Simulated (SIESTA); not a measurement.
## Hf2Pd2Se2Br2O3 in SIESTA: the effect of basis

The system is Hf2Pd2Se2Br2O3.

```
Hf Pd Se Br O
1.0
     7.58666   -1.70971   -1.17576
     7.58666    1.70971   -1.17576
    -2.02446    0.00000   13.05155
Hf Pd Se Br O
2 2 2 2 3
Direct
  0.94514 0.94514 0.06144
  0.60628 0.60628 0.28309
  0.17920 0.17920 0.50964
  0.32286 0.32286 0.74307
  0.92232 0.92232 0.84566
  0.78991 0.78991 0.58800
  0.58645 0.58645 0.04520
  0.24604 0.24604 0.28651
  0.59701 0.59701 0.42127
  0.38554 0.38554 0.07302
  0.03094 0.03094 0.22169
```

The cell was built by a generator and needn't be a form met in nature.

Alike in all runs:

```yaml
Program: SIESTA 5.4.2
Task: band structure
Functional: PBE
Potentials_or_basis: PseudoDojo 0.4 standard (PBE files)
Grid_cutoff: 800 Ry
Energy_shift: 0.003 Ry
k_mesh: 8 × 8 × 2
Occupations: fermi-dirac, width 0.05 eV
Spin: no spin polarisation
```

```tsv
basis	gap on the mesh (eV)	pressure (GPa)	largest force (eV/Å)
SZ	0.87	2.9	1.52
SZP	0.85	2.2	1.21
DZ	0.83	1.7	0.89
DZP	0.81	1.6	0.85
TZP	?	?	?
TZDP	0.82	1.1	0.62
```

Task: What does the run with basis TZP give?

Result: gap on the mesh 0.81 eV; pressure 1.0 GPa; largest force 0.74 eV/Å.

Caveats: short orbitals over semicore shells can move pressures by several GPa; spin-orbit coupling is left out, which moves the levels of the heavy elements; the mesh misses the band edges, which the band path finds closer together; the basis of atomic orbitals isn't converged, which shifts pressures, moduli and gaps; the basis has no polarisation orbitals (some runs); forces of over 1 eV/Å show positions far from the minimum, so gaps and moduli don't describe the material at rest (some runs).
